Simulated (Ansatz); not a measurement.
# ZnSe3: the cost of one run

Method: DFT PBE, scalar-relativistic, plane waves, PAW, in Ansatz 0.2.0.

1 further run of the same task is left out (it didn't finish).

**1. Starting point**

Symmetry: Pm-3m, No. 221, cubic system. Conventional cell: a = 4.487 Å, b = 4.487 Å, c = 4.487 Å, α = 90.00°, β = 90.00°, γ = 90.00°. Zn (site symmetry m-3m) is surrounded by 12 Se at 3.17 Å. Se (site symmetry 4/mmm) is surrounded by 4 Zn at 3.17 Å and 8 Se at 3.17 Å.

Coordinates:

```xyz
4
Lattice="4.4873 0.0000 0.0000 0.0000 4.4873 0.0000 0.0000 0.0000 4.4873" Properties=species:S:1:pos:R:3 pbc="T T T"
Zn    0.0000    0.0000    0.0000
Se    0.0000    2.2436    2.2436
Se    2.2436    0.0000    2.2436
Se    2.2436    2.2436    0.0000
```

This is candidate A: Cu3Au (L1_2) type (Pm-3m, No. 221).

(A quick probe on a coarse mesh, which set the mesh and smearing, is not shown.)

**3. Rough relaxation on the coarse mesh (candidate A)**

input.yaml reads:

```yaml
crystal:
  lattice:
    - [4.4872842384, 0.0, 0.0]
    - [0.0, 4.4872842384, 0.0]
    - [0.0, 0.0, 4.4872842384]
  atoms:
    - { symbol: Zn, position: [0.0, 0.0, 0.0] }
    - { symbol: Se, position: [0.0, 0.5, 0.5] }
    - { symbol: Se, position: [0.5, 0.0, 0.5] }
    - { symbol: Se, position: [0.5, 0.5, 0.0] }
basis:
  ecutwfc: 420
kpoints:
  mp_grid: { grid: [4, 4, 4] }
hamiltonian:
  xc: pbe
scf:
  occupations: { method: gaussian, width: 0.1 }
  lower_state_search: "off"
output:
  forces: true
  stress: true
  eigenvalues: true
relax:
  adjacent_minimum: "off"
  f_tol: 0.04
  max_steps: 70
  cell: { stress_tol: 0.4 }
```

Command:

```
> ansatz run input.yaml --threads 1 --pin off --max-ram 2560MiB --backend cpu --events-out ev --progress --plain --runs-dir out
```

What time and memory should one allow on 1 thread of Arm Neoverse V2, shared host?

About 6.8 s, with a peak of 0.35 GiB.
